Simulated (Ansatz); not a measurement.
# OsO (P6/mmm) in Ansatz: convergence with wavefunction cutoff

Aim: find how far wavefunction cutoff must go before the results for OsO settle, at PBE. This setting moves, with any that are tied to it; all else stays.

Program: Ansatz 0.2.0. These are calculated values, not measurements. Logs are shortened: lines on timing, memory, paths and dates and some standing lists are left out, and cuts for length are marked.

## (1) Starting point

Symmetry: P6/mmm, No. 191, hexagonal system. The conventional cell has a = 3.321 Å, b = 3.321 Å, c = 4.659 Å, α = 90.00°, β = 90.00°, γ = 120.00°. Os (site symmetry 6/mmm) is surrounded by 2 O at 2.33 Å. O (site symmetry 6/mmm) has 2 Os at 2.33 Å as nearest neighbours.

The cell was built by a generator and needn't be a form met in nature.

## (2) With wavefunction cutoff 200 eV

Contents of input.yaml:

```yaml
crystal:
  lattice:
    - [3.32111676, 0.0, 0.0]
    - [-1.66055838, 2.87617148, 0.0]
    - [0.0, 0.0, 4.6590329]
  atoms:
    - { symbol: Os, position: [0.0, 0.0, 0.5] }
    - { symbol: O, position: [0.0, 0.0, 0.0] }
hamiltonian:
  xc: pbe
  pseudopotentials: { kind: paw_fr }
magnetization:
  noncollinear: true
  spin_orbit: true
kpoints:
  mp_grid: { grid: [8, 8, 5] }
scf:
  occupations: { method: fermi_dirac, width: 0.1 }
output:
  forces: true
  stress: true
  eigenvalues: true
basis:
  ecutwfc: "200 eV"
```

Potentials or basis: Ansatz PAW.

The run is started by

```
> ansatz run input.yaml --threads 2 --pin off --max-ram 5632MiB --backend cpu --events-out ev --progress --plain --runs-dir out
```

Run time: 1.8 s. Hardware: 2 threads of Arm Neoverse V2, shared host; peak memory 0.31 GiB.

What came out:

* Free energy: -11961.2160 eV
* Pressure: -41.8 GPa
* Band gap on the k mesh: none (metal or under the smearing width)

## (3) With wavefunction cutoff 250 eV

input.yaml, as its differences from that of step 2:

```diff
@@ -23,2 +23,2 @@
 basis:
-  ecutwfc: "200 eV"
+  ecutwfc: "250 eV"
```

Potentials or basis: Ansatz PAW.

The run is started by

```
> ansatz run input.yaml --threads 2 --pin off --max-ram 5632MiB --backend cpu --events-out ev --progress --plain --runs-dir out
```

It took 2 s on 2 threads of Arm Neoverse V2, shared host; peak memory 0.33 GiB.

What came out:

- Free energy: -11971.6867 eV
- Pressure: -36.8 GPa
- Band gap on the k mesh: none (metal or under the smearing width)

## (4) With wavefunction cutoff 300 eV

input.yaml, as its differences from that of step 3:

```diff
@@ -23,2 +23,2 @@
 basis:
-  ecutwfc: "250 eV"
+  ecutwfc: "300 eV"
```

The run is started by

```
> ansatz run input.yaml --threads 2 --pin off --max-ram 5632MiB --backend cpu --events-out ev --progress --plain --runs-dir out
```

Run time: 2.5 s. Hardware: 2 threads of Arm Neoverse V2, shared host; peak memory 0.35 GiB.

What came out:

```
Free energy            : -11974.2264 eV
Pressure               : -38.1 GPa
Band gap on the k mesh : none (metal or under the smearing width)
```

## (5) With wavefunction cutoff 350 eV

input.yaml, as its differences from that of step 4:

```diff
@@ -23,2 +23,2 @@
 basis:
-  ecutwfc: "300 eV"
+  ecutwfc: "350 eV"
```

The run is started by

```
> ansatz run input.yaml --threads 2 --pin off --max-ram 5632MiB --backend cpu --events-out ev --progress --plain --runs-dir out
```

Wall time 3 s (2 threads of Arm Neoverse V2, shared host); peak memory 0.38 GiB.

Results:

```yaml
Free_energy: -11974.7158 eV
Pressure: -38.2 GPa
Band_gap_on_the_k_mesh: none (metal or under the smearing width)
```

## (6) With wavefunction cutoff 400 eV

input.yaml, as its differences from that of step 5:

```diff
@@ -23,2 +23,2 @@
 basis:
-  ecutwfc: "350 eV"
+  ecutwfc: "400 eV"
```

Potentials or basis: Ansatz PAW.

The run is started by

```
> ansatz run input.yaml --threads 2 --pin off --max-ram 5632MiB --backend cpu --events-out ev --progress --plain --runs-dir out
```

It took 3.2 s on 2 threads of Arm Neoverse V2, shared host; peak memory 0.39 GiB.

Results (log left out):

- Free energy: -11974.8053 eV
- Pressure: -38.2 GPa
- Band gap on the k mesh: none (metal or under the smearing width)

## (7) With wavefunction cutoff 450 eV

input.yaml, as its differences from that of step 6:

```diff
@@ -23,2 +23,2 @@
 basis:
-  ecutwfc: "400 eV"
+  ecutwfc: "450 eV"
```

The run is started by

```
> ansatz run input.yaml --threads 2 --pin off --max-ram 5632MiB --backend cpu --events-out ev --progress --plain --runs-dir out
```

Run time: 3.7 s. Hardware: 2 threads of Arm Neoverse V2, shared host; peak memory 0.4 GiB.

Results (log left out):

```
Free energy            : -11974.8192 eV
Pressure               : -38.2 GPa
Band gap on the k mesh : none (metal or under the smearing width)
```

## (8) With wavefunction cutoff 500 eV

input.yaml, as its differences from that of step 7:

```diff
@@ -23,2 +23,2 @@
 basis:
-  ecutwfc: "450 eV"
+  ecutwfc: "500 eV"
```

The run is started by

```
> ansatz run input.yaml --threads 2 --pin off --max-ram 5632MiB --backend cpu --events-out ev --progress --plain --runs-dir out
```

It took 4.6 s on 2 threads of Arm Neoverse V2, shared host; peak memory 0.42 GiB.

The run converged. Its results:

| Property | Result |
| --- | --- |
| Free energy | -11974.8211 eV |
| Pressure | -38.2 GPa |
| Band gap on the k mesh | none (metal or under the smearing width) |

## (9) With wavefunction cutoff 600 eV

input.yaml, as its differences from that of step 8:

```diff
@@ -23,2 +23,2 @@
 basis:
-  ecutwfc: "500 eV"
+  ecutwfc: "600 eV"
```

Potentials or basis: Ansatz PAW.

The run is started by

```
> ansatz run input.yaml --threads 2 --pin off --max-ram 5632MiB --backend cpu --events-out ev --progress --plain --runs-dir out
```

Wall time 5.7 s (2 threads of Arm Neoverse V2, shared host); peak memory 0.46 GiB.

It converged, with:

```
Free energy            : -11974.8218 eV
Pressure               : -38.2 GPa
Band gap on the k mesh : none (metal or under the smearing width)
```

## (10) With wavefunction cutoff 800 eV

input.yaml, as its differences from that of step 9:

```diff
@@ -23,2 +23,2 @@
 basis:
-  ecutwfc: "600 eV"
+  ecutwfc: "800 eV"
```

Potentials or basis: Ansatz PAW.

The run is started by

```
> ansatz run input.yaml --threads 2 --pin off --max-ram 5632MiB --backend cpu --events-out ev --progress --plain --runs-dir out
```

The log of the run:

```text
Warning: RAYON_NUM_THREADS=2 ignored (pool sized by the plan → 2); use --threads N
Engine: ansatz 0.2.0, aarch64-unknown-linux-gnu
Pseudopotentials: kind: paw_fr
Pseudopotential: Os, paw_fr, valence charge 16, recommended cutoff 420 eV (normal), Os.paw.azcp#standard-fr
Pseudopotential: O, paw_fr, valence charge 6, recommended cutoff 420 eV (normal), O.paw.azcp#standard-fr
Functional definition: PBE
  parameter kappa = 0.804
  parameter beta = 0.06672455060314922
  exchange = pbe_x(kappa = kappa, mu = beta*pi^2/3)
  correlation = pbe_c(beta = beta)
non-collinear run that drives no moment, with spin-orbit: no starting moment large enough to seed its density (crystal.atoms[].spin), no starting occupations that ask for one, no magnetisation constraint and no magnetic field, so the semilocal B_xc is pinned to zero
Crystal: 2 atoms, lattice volume = 44.504 Å³
Basis set: ecut = 800 eV, 2307 PW (Γ), exchange–correlation on 64×64×90 points (8 copies of the dense FFT grid, shifted against one another)
Bands: 30, of which v1, the nominal top of the filled ones, is band 22 counted from 1 (21 counted from 0)
Symmetry: 24 space group operations + 24 with time reversal
Magnetic group: BNS 191.234 (UNI 1464), of the structure as read, at distance tolerance 3.5e-5 Å
k-points: 30 of 320
Projection manifold: j_resolved (fully-relativistic pseudo-atomic orbitals)
Non-local potential: Os, projectors of the file, l = 0: 3, l = 1: 4, l = 2: 4, l = 3: 2
Non-local potential: O, projectors of the file, l = 0: 2, l = 1: 4, l = 2: 2
[... 18 lines left out ...]
SCF 1 converged in 11 iterations: F = -11974.822270 eV  dr2 = 7.46e-8
SCF converged after 11 iterations
Magnetization: |M| = 0.0000 μB,  M = (+0.0000, +0.0000, +0.0000) μB
Absolute magnetization: 0.0000 μB (∫|m|)
  site 0: m = (+0.0000, +0.0000, +0.0000) μB, |m| = 0.0000 μB  (R = 0.96 Å)
  site 1: m = (+0.0000, +0.0000, +0.0000) μB, |m| = 0.0000 μB  (R = 0.96 Å)
Free energy (F): -11974.822270 eV
Harris-Foulkes:  -11974.822270 eV  (|F-HF|=7.02e-8)
Internal energy: -11974.696731 eV  (E = F + TS)
E sigma→0 (E₀):  -11974.759500 eV
Entropy (-TS):   -0.125539 eV (-62.770 meV/atom)
Fermi energy:    5.875257 eV
--- Per-component energies (eV) ---
  E_band       = -376.817411
  E_kinetic    = 716.711323
  E_local      = -2058.506055  (includes V_loc(G=0)·N_el)
  E_nonlocal   = 36.797194
  E_hartree    = 765.233042
  E_xc         = -329.695897
  E_vxc        = -363.533974  (∫ρ·V_xc dr)
  E_paw        = -9190.426470  (= ΣΔE_a)
  E_vpaw       = -238.756965  (= ΣTr[D̂ρ^β])
  E_aug_tail   = 0.000122  (compensation charges beyond the density's cutoff)
  E_ewald      = -1914.809990
  E_smearing   = -0.125539  (= −TS)
  E_closure    = 0.000000  (closes the sum)
  Σ components = -11974.822270   (vs F -11974.822270, Δ=0.00e0)
--- Forces (eV/Å), atoms counted from 1 ---
  atom   1  Os     0.00000000    -0.00000000     0.00000000
  atom   2  O     -0.00000000     0.00000000     0.00000000
  max |Σ_I F_I| component: 3.26e-29 eV/Å
--- Stress (GPa, compression-positive) ---
      -20.275338      -0.000000       0.000000
        0.000000     -20.275338      -0.000000
        0.000000      -0.000000     -73.928874
  P = ⅓ Tr σ = -38.1598 GPa (-381.598 kbar)
--- Band table (eV; the first three rows and the last of 30) ---
  k-point 0: bands = ["-80.1132", "-80.1132", "-48.4924", "-48.4924", "-36.3679", "-36.3679", "-36.0596", "-36.0596", "-10.8513", "-10.8513", "1.7449", "1.7449", "2.8671", "2.8671", "4.2913", "4.2913", "5.0995", "5.0995", "5.1351", "5.1351", "5.2429", "5.2429", "5.2502", "5.2502", "6.0737", "6.0737", "6.5272", "6.5272", "13.2231", "13.2231"]
  k-point 1: bands = ["-80.1132", "-80.1132", "-48.4924", "-48.4924", "-36.3684", "-36.3684", "-36.0595", "-36.0595", "-10.7854", "-10.7854", "1.4428", "1.4428", "2.2457", "2.2457", "4.2567", "4.2567", "4.6295", "4.6295", "4.8658", "4.8658", "5.2458", "5.2458", "5.9638", "5.9638", "6.4625", "6.4625", "7.6786", "7.6786", "12.3924", "12.3924"]
  k-point 2: bands = ["-80.1132", "-80.1132", "-48.4925", "-48.4925", "-36.3692", "-36.3692", "-36.0595", "-36.0595", "-10.6745", "-10.6745", "0.6416", "0.6416", "2.0823", "2.0823", "4.1661", "4.1661", "4.2977", "4.2977", "4.6524", "4.6524", "5.2504", "5.2504", "6.4965", "6.4965", "6.9082", "6.9082", "9.5987", "9.5987", "11.1224", "11.1224"]
  k-point 29: bands = ["-80.1100", "-80.1100", "-48.5075", "-48.5075", "-36.3859", "-36.3859", "-36.1323", "-36.1323", "-10.4317", "-10.4317", "1.3609", "1.3609", "2.9472", "2.9472", "3.3991", "3.3991", "4.1914", "4.1914", "5.1704", "5.1704", "5.9327", "5.9327", "6.3850", "6.3850", "7.6537", "7.6537", "10.7553", "10.7553", "11.7946", "11.7946"]
```

It took 7.8 s on 2 threads of Arm Neoverse V2, shared host; peak memory 0.54 GiB.

What came out:

* Free energy: -11974.8223 eV
* Pressure: -38.2 GPa
* Band gap on the k mesh: none (metal or under the smearing width)

## (11) The series at a glance

```csv
wavefunction cutoff,"energy less the tightest run, at zero smearing (meV/atom)",pressure (GPa),SCF cycles,CPU time (s),peak memory (GiB)
200 eV,6802.11,-41.80,12,3.3,0.31
250 eV,1567.89,-36.81,11,3.7,0.33
300 eV,297.93,-38.10,11,4.7,0.35
350 eV,53.24,-38.19,11,5.7,0.38
400 eV,8.48,-38.15,11,6.2,0.39
450 eV,1.56,-38.16,11,7.1,0.4
500 eV,0.57,-38.16,11,8.8,0.42
600 eV,0.21,-38.16,11,11,0.46
800 eV,0.00,-38.16,11,15,0.54
```

Against the tightest run, the energy stays within 1 meV/atom from 500 eV on; the pressure stays within 0.1 GPa from 300 eV on. The tightest run that finished is the yardstick and may itself not be fully converged.

Caveats: a pressure of tens of GPa on the cell as given is suspect, and the run, the potentials or the cell itself is likely at fault.
